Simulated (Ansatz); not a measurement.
# Si₄GeH₁₂: taking an electron away

Aim: the vertical ionisation energy of Si₄GeH₁₂, as cation minus neutral at the neutral's geometry, on several levels, and how well −ε(HOMO) stands in for it.

Computed with Ansatz 0.2.0, Gaussian basis. Level: unrestricted cation, the program's frozen cores in correlated methods.

Levels to be run: UKS PBE-D4/def2-TZVPP; UKS r2SCAN-D4/def2-TZVPP; UKS PBE0-D4/def2-TZVPP; UKS B3LYP-D4/def2-TZVPP; UKS wB97X-V/def2-TZVPP; UKS wB97M-V/def2-TZVPP; UKS B2PLYP/def2-TZVPP; UHF-CCSD(T)/def2-TZVPP; UHF-MP2/def2-QZVPP; extrapolation to the limit; then −ε(HOMO) from the neutral's earlier runs with LDA (SPW92), PBE-D4, revPBE-D4, BLYP-D4, r2SCAN-D4, B97M-V, PBE0-D4, B3LYP-D4, r2SCANh-D4, r2SCAN0-D4, HSE06-D4, BHLYP-D4, CAM-B3LYP-D4, LC-ωPBE, ωB97X-V, ωB97M-V.

## (1) The geometry

All runs share one geometry, relaxed beforehand with PBE0-D4 in a triple-zeta def2 set.

SMILES `[SiH3][SiH2][GeH2][SiH2][SiH3]`, 17 atoms, charge 0, spin multiplicity 1.

Atoms are counted from 1 here; the program's logs count them from 0.

Bond lengths: Si1–Si2 2.337 Å, Si1–H6 1.488 Å, Si1–H7 1.488 Å, Si1–H8 1.488 Å, Si2–Ge3 2.382 Å, Si2–H9 1.490 Å, Si2–H10 1.490 Å, Ge3–Si4 2.382 Å, Ge3–H11 1.540 Å, Ge3–H12 1.540 Å, Si4–Si5 2.337 Å, Si4–H13 1.490 Å, Si4–H14 1.490 Å, Si5–H15 1.488 Å, Si5–H16 1.488 Å, Si5–H17 1.488 Å. Angles: Si2–Si1–H6 109.8°, Si2–Si1–H7 111.6°, Si2–Si1–H8 109.4°, H6–Si1–H7 108.8°, H6–Si1–H8 108.4°, H7–Si1–H8 108.7°, Si1–Si2–Ge3 109.3°, Si1–Si2–H9 110.4°, Si1–Si2–H10 109.5°, Ge3–Si2–H9 110.7°, Ge3–Si2–H10 108.7°, H9–Si2–H10 108.3°, Si2–Ge3–Si4 109.0°, Si2–Ge3–H11 110.2°, Si2–Ge3–H12 109.7°, Si4–Ge3–H11 109.8°, Si4–Ge3–H12 110.2°, H11–Ge3–H12 107.9° and more.

## (2) Cation, UKS PBE-D4/def2-TZVPP

Input file in.yaml:

```yaml
crystal:
  periodic: [false, false, false]
  atoms:
    - {symbol: Si, position_ang: [0.418077, -2.409290, 1.064819]}
    - {symbol: Si, position_ang: [1.813482, -0.587377, 0.625256]}
    - {symbol: Ge, position_ang: [1.162884, 0.424839, -1.430778]}
    - {symbol: Si, position_ang: [-1.186988, 0.814756, -1.394005]}
    - {symbol: Si, position_ang: [-1.757872, 1.921682, 0.582939]}
    - {symbol: H, position_ang: [0.512475, -3.395069, -0.045611]}
    - {symbol: H, position_ang: [0.783674, -3.085386, 2.338451]}
    - {symbol: H, position_ang: [-0.991182, -1.941099, 1.159727]}
    - {symbol: H, position_ang: [3.236075, -1.025476, 0.569095]}
    - {symbol: H, position_ang: [1.676635, 0.418180, 1.715776]}
    - {symbol: H, position_ang: [1.909110, 1.757969, -1.627725]}
    - {symbol: H, position_ang: [1.529341, -0.502287, -2.605155]}
    - {symbol: H, position_ang: [-1.887312, -0.498990, -1.447591]}
    - {symbol: H, position_ang: [-1.606417, 1.616604, -2.577194]}
    - {symbol: H, position_ang: [-1.358316, 1.088512, 1.749248]}
    - {symbol: H, position_ang: [-3.220109, 2.183499, 0.661493]}
    - {symbol: H, position_ang: [-1.033558, 3.218944, 0.661265]}
basis:
  gaussian: {orbitals: def2-TZVPP}
total_charge: 1
magnetization: {spin_polarized: true, initial_magnetization: 1}
hamiltonian: {xc: pbe, dispersion: d4}
```

Further steps of the session: Cation, UKS r2SCAN-D4/def2-TZVPP; Cation, UKS PBE0-D4/def2-TZVPP; Cation, UKS B3LYP-D4/def2-TZVPP; Cation, UKS wB97X-V/def2-TZVPP; Cation, UKS wB97M-V/def2-TZVPP; Cation, UKS B2PLYP (frozen core)/def2-TZVPP; Cation, UHF-CCSD(T)/def2-TZVPP; Cation, UHF-MP2/def2-QZVPP.

**Question.** What will the summary of the whole plan be? Wanted: ionisation energy, CCSD(T)/CBS; nearest functional by difference; nearest −ε(HOMO); −ε(HOMO) of PBE; T1 of the cation.

**Answer**, as computed:

| quantity | value |
| --- | --- |
| ionisation energy, CCSD(T)/CBS | 9.63 eV |
| nearest functional by difference | ωB97X-V (-0.06 eV) |
| nearest −ε(HOMO) | ωB97M-V (+0.09 eV) |
| −ε(HOMO) of PBE | 6.78 eV |
| T1 of the cation | 0.018 |

**Reading.** Energy differences with functionals land within 0.50 eV of the reference. −ε(HOMO) of PBE misses by 2.9 eV, since self-interaction lifts the level. Among orbital estimates ωB97M-V comes nearest. Hartree-Fock falls 0.79 eV short, as the neutral has more correlation energy than the cation. The cation may have settled in a state other than its lowest; no search over hole states beyond the program's own was made. Correlated methods include outer-core shells of Ge, which these sets cover unevenly. With outer-core shells in play the reference is unsure by up to some tenths of an eV, so close misses can't be ranked.
